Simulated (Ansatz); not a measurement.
The system is Ir4W.

```
Ir W
1.0
     1.37784    0.79550   11.31056
    -1.37784    0.79550   11.31056
     0.00000   -1.59099   11.31056
Ir W
4 1
Direct
  0.39967 0.39967 0.39967
  0.80081 0.80081 0.80081
  0.19919 0.19919 0.19919
  0.60033 0.60033 0.60033
  0.00000 0.00000 0.00000
```

The cell comes from a database or a generator and needn't be the stable form of this composition.

Base run:

| Item | Value |
| --- | --- |
| Program | Ansatz 0.2.0 |
| Functional | RPBE |
| Potentials or basis | Ansatz PAW |
| Cutoff | 420 eV |
| Density cutoff | 1680 eV |
| k mesh | 11 × 11 × 11 |
| Occupations | fermi-dirac, width 0.05 eV |
| Spin | no spin polarisation |

Its results: band gap on the k mesh none (metal or under the smearing width); pressure 2.6 GPa; largest force 0.026 eV/Å.

The run is repeated on the same cell with these changes: functional from RPBE to LDA. What comes out?

Band gap on the k mesh none (metal or under the smearing width); pressure -17.4 GPa; largest force 0.060 eV/Å.

LDA binds more tightly than RPBE, so the same cell stands under less pressure.

Caveats: the PAW data sets come from PBE, with cores solved anew for the run's functional, which leaves a small shift of forces and pressure; the potentials were made for another functional, which shifts forces and pressure (some runs).

Not every run made on this cell is shown here.
